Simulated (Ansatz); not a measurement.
# ClF4H2NTa: the cost of one run

Program: Ansatz 0.2.0. Level of theory: UKS PBE/def2-SVP. These are calculated values, not measurements.

**1. The structure to begin with**

Bond lengths: Ta1–Cl2 2.720 Å, Ta1–F3 1.930 Å, Ta1–F4 1.930 Å, Ta1–F5 1.930 Å, Ta1–F6 1.930 Å, Cl2–N7 2.030 Å, N7–H8 1.060 Å, N7–H9 1.060 Å. Angles: Ta1–Cl2–N7 180.0°, Cl2–Ta1–F3 90.0°, Cl2–Ta1–F4 90.0°, Cl2–Ta1–F5 120.0°, Cl2–Ta1–F6 120.0°, F3–Ta1–F4 180.0°, F3–Ta1–F5 90.0°, F3–Ta1–F6 90.0°, F4–Ta1–F5 90.0°, F4–Ta1–F6 90.0°, F5–Ta1–F6 120.0°, Cl2–N7–H8 120.0°, Cl2–N7–H9 120.0°, H8–N7–H9 120.0°.

As a file:

```xyz
9

Ta    0.0000    0.0000    0.0000
Cl    2.7200    0.0000    0.0000
F     0.0000    0.0000    1.9300
F     0.0000    0.0000   -1.9300
F    -0.9650    1.6714    0.0000
F    -0.9650   -1.6714    0.0000
N     4.7500    0.0000    0.0000
H     5.2800   -0.8824    0.2531
H     5.2800    0.8824   -0.2531
```

**2. A restrained relaxation towards end A**

Springs on the bonds that form and break draw the guess towards this end; the thresholds are loose.

Contents of input.yaml:

```yaml
crystal:
  periodic: [false, false, false]
  atoms:
    - { symbol: Ta, position_ang: [0.0, 0.0, 0.0] }
    - { symbol: Cl, position_ang: [2.72, 0.0, 0.0] }
    - { symbol: F, position_ang: [0.0, 0.0, 1.93] }
    - { symbol: F, position_ang: [0.0, 0.0, -1.93] }
    - { symbol: F, position_ang: [-0.965, 1.6714, 0.0] }
    - { symbol: F, position_ang: [-0.965, -1.6714, 0.0] }
    - { symbol: "N", position_ang: [4.75, 0.0, 0.0] }
    - { symbol: H, position_ang: [5.28, -0.8824, 0.2531] }
    - { symbol: H, position_ang: [5.28, 0.8824, -0.2531] }
magnetization:
  spin_polarized: true
  initial_magnetization: 1
basis:
  gaussian: { orbitals: def2-SVP }
hamiltonian:
  xc: pbe
relax:
  f_tol: 0.15
  max_steps: 25
  restrain:
    - { distance: [1, 6], at: 2.93, k: 30.0 }
    - { distance: [0, 1], at: 2.47, k: 30.0 }
```

Launch:

```bash
> ansatz run input.yaml --threads 4 --pin off --max-ram 5120MiB --backend cpu --events-out ev --progress --plain --runs-dir out
```

What time and memory should one allow on 4 threads of Intel Xeon 6975P-C (Granite Rapids), shared host?

About 19 s, with a peak of 0.34 GiB.
